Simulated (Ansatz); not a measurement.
# BH8C2N: further runs on the relaxed cell

This session takes BH8C2N and sets out to relax it again with other functionals.

Method: DFT PBE+D3(BJ), scalar-relativistic, plane waves, PAW, in Ansatz 0.2.0.

2 further runs of the same task are left out: 2 set aside as unsound or not needed.

### 1 Starting point

The structure is triclinic, space group P-1 (No. 2). Conventional cell: a = 5.792 Å, b = 5.967 Å, c = 6.134 Å, α = 81.16°, β = 82.02°, γ = 66.06°. Around B (site symmetry 1) lie 2 H at 1.21 Å and 2 N at 1.60 Å. H (site symmetry 1) has 1 C at 1.10 Å in its first shell of neighbours. Around H (site symmetry 1) lie 1 C at 1.09 Å. H (site symmetry 1) is surrounded by 1 B at 1.21 Å. Only part of the 12 independent sites is listed.

Structure file:

```xyz
24
Lattice="5.7914 -0.0102 -0.0275 2.4306 5.4492 -0.0444 0.8820 0.6878 6.0315" Properties=species:S:1:pos:R:3 pbc="T T T"
B     5.7326    5.3517    5.3696
B     3.3715    0.7751    0.5900
H     4.6787    1.1419    3.1241
H     4.4253    4.9849    2.8356
H     5.7644    0.6746    4.4666
H     3.3397    5.4522    1.4931
H     5.4535    2.3997    4.1350
H     3.6506    3.7271    1.8246
H     3.2648    3.3507    4.6327
H     5.8393    2.7761    1.3269
H     1.9843    2.3040    5.3025
H     7.1197    3.8228    0.6571
H     2.5067    2.0915    3.6088
H     6.5974    4.0353    2.3508
H     4.5313    5.2793    5.2163
H     4.5728    0.8475    0.7434
H     6.3565    4.4850    4.7963
H     2.7476    1.6418    1.1633
C     5.0088    1.3956    4.1407
C     4.0952    4.7312    1.8189
C     2.8419    2.3370    4.6265
C     6.2621    3.7898    1.3332
N     3.8613    1.3650    5.0701
N     5.2427    4.7618    0.8895
```

This cell was relaxed beforehand with the same method: volume 7.95 Å³/atom, gap on the mesh 5.39 eV.

### 2 The cell under PBEsol

input.yaml

```yaml
crystal:
  lattice:
    - [5.7914348653, -0.0101755799, -0.0275491351]
    - [2.4306443681, 5.4491984153, -0.0443708765]
    - [0.8819765036, 0.6877814727, 6.0315351813]
  atoms:
    - { symbol: B, position: [0.4879952659, 0.8695612313, 0.898878382] }
    - { symbol: B, position: [0.5120047341, 0.1304387687, 0.101121618] }
    - { symbol: H, position: [0.6675516677, 0.1449051556, 0.5220677874] }
    - { symbol: H, position: [0.3324483323, 0.8550948444, 0.4779322126] }
    - { symbol: H, position: [0.8687287435, 0.0314194847, 0.7447327114] }
    - { symbol: H, position: [0.1312712565, 0.9685805153, 0.2552672886] }
    - { symbol: H, position: [0.6876233441, 0.3544091542, 0.6913074943] }
    - { symbol: H, position: [0.3123766559, 0.6455908458, 0.3086925057] }
    - { symbol: H, position: [0.2287070299, 0.5177661707, 0.7729296179] }
    - { symbol: H, position: [0.7712929701, 0.4822338293, 0.2270703821] }
    - { symbol: H, position: [0.0775431675, 0.31166247, 0.8817813944] }
    - { symbol: H, position: [0.9224568325, 0.68833753, 0.1182186056] }
    - { symbol: H, position: [0.2118324384, 0.3082796547, 0.6015606582] }
    - { symbol: H, position: [0.7881675616, 0.6917203453, 0.3984393418] }
    - { symbol: H, position: [0.2889221029, 0.8592425109, 0.8724722749] }
    - { symbol: H, position: [0.7110778971, 0.1407574891, 0.1275277251] }
    - { symbol: H, position: [0.6717964975, 0.7228863972, 0.8035926693] }
    - { symbol: H, position: [0.3282035025, 0.2771136028, 0.1964073307] }
    - { symbol: C, position: [0.6882191767, 0.1701968308, 0.6909023717] }
    - { symbol: C, position: [0.3117808233, 0.8298031692, 0.3090976283] }
    - { symbol: C, position: [0.2340088261, 0.3320471132, 0.770557341] }
    - { symbol: C, position: [0.7659911739, 0.6679528868, 0.229442659] }
    - { symbol: "N", position: [0.4774136827, 0.1448869105, 0.8438498474] }
    - { symbol: "N", position: [0.5225863173, 0.8551130895, 0.1561501526] }
basis:
  ecutwfc: 420
kpoints:
  mp_grid: { grid: [4, 4, 4] }
hamiltonian:
  xc: pbesol
scf:
  occupations: { method: gaussian, width: 0.02 }
output:
  forces: true
  stress: true
  eigenvalues: true
relax:
  adjacent_minimum: "off"
  f_tol: 0.005
  max_steps: 50
  cell: { stress_tol: 0.05 }
```

The run is started by

```sh
ansatz run input.yaml --threads 8 --pin off --max-ram 22528MiB --backend cpu --events-out ev --progress --plain --runs-dir out
```

### 3 Relaxing with PBE

input.yaml: that of step 2 with these lines changed.

```diff
@@ -35,3 +35,3 @@
 hamiltonian:
-  xc: pbesol
+  xc: pbe
 scf:
```

### 4 Relaxing with LDA

input.yaml: that of step 3 with these lines changed.

```diff
@@ -35,3 +35,3 @@
 hamiltonian:
-  xc: pbe
+  xc: lda
 scf:
```

### 5 The cell under r2SCAN

input.yaml: that of step 4 with these lines changed.

```diff
@@ -31,3 +31,3 @@
 basis:
-  ecutwfc: 420
+  ecutwfc: 500
 kpoints:
@@ -35,3 +35,3 @@
 hamiltonian:
-  xc: lda
+  xc: r2scan
 scf:
```

(Steps that only read results are left out.)

Before running it: what results should come out?

**Answer**, as computed:

The volumes rise in the order LDA, PBE+D3(BJ), r2SCAN, PBEsol, PBE, over 46.1 %. r2SCAN comes nearest to the reported cell (+1.4 %).
